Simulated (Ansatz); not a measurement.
# FH3Se3Sn: the cost of one run

Program: Ansatz 0.2.0, Gaussian basis. Level of theory: the settings change from run to run. These are calculated values, not measurements.

1 further run of the same task is left out (for a known fault of the program). Runs told in other sessions of the task aren't counted.

## Step 1: The molecule

The structure was relaxed beforehand with PBE0-D4 in a triple-zeta def2 set. Sn takes a core potential in def2 sets; no spin-orbit term is included.

SMILES `[F][Sn]([SeH])([SeH])[SeH]`, 8 atoms, charge 0, spin multiplicity 1.

Atoms are counted from 1 here; the program's logs count them from 0.

Bond lengths: F1–Sn2 1.923 Å, Sn2–Se3 2.509 Å, Sn2–Se4 2.515 Å, Sn2–Se5 2.506 Å, Se3–H6 1.470 Å, Se4–H7 1.471 Å, Se5–H8 1.470 Å. Angles: F1–Sn2–Se3 108.9°, F1–Sn2–Se4 101.5°, F1–Sn2–Se5 107.1°, Se3–Sn2–Se4 114.4°, Se3–Sn2–Se5 108.4°, Se4–Sn2–Se5 115.9°, Sn2–Se3–H6 89.8°, Sn2–Se4–H7 88.5°, Sn2–Se5–H8 90.3°.

## Step 2: PBE-QIDH/def2-mTZVPP

Options: a point charge of 1.00 e beside it.

The input, in.yaml:

```yaml
crystal:
  periodic: [false, false, false]
  atoms:
    - {symbol: F, position_ang: [-1.346751, 0.010040, 1.409489]}
    - {symbol: Sn, position_ang: [0.066845, -0.254913, 0.132639]}
    - {symbol: Se, position_ang: [2.269014, -0.194578, 1.333974]}
    - {symbol: Se, position_ang: [-0.311407, 1.668338, -1.442744]}
    - {symbol: Se, position_ang: [-0.239778, -2.543662, -0.841992]}
    - {symbol: H, position_ang: [2.457706, 1.199761, 0.909966]}
    - {symbol: H, position_ang: [-1.157699, 2.293429, -0.415161]}
    - {symbol: H, position_ang: [-1.645730, -2.235416, -1.141971]}
basis:
  gaussian: {orbitals: def2-mTZVPP, point_charges: [{charge: 1.00, position_ang: [7.269, -0.344, -0.019]}]}
hamiltonian: {xc: {name: PBE-QIDH}}
output: {forces: true}
```

Command:

```console
$ ansatz run in.yaml --threads 4 --pin off --events-out ev --progress --plain --max-ram 11315MiB
```

What time and memory should one allow on 4 threads of Arm Neoverse V2, shared host?

About 21 s, with a peak of 0.76 GiB.
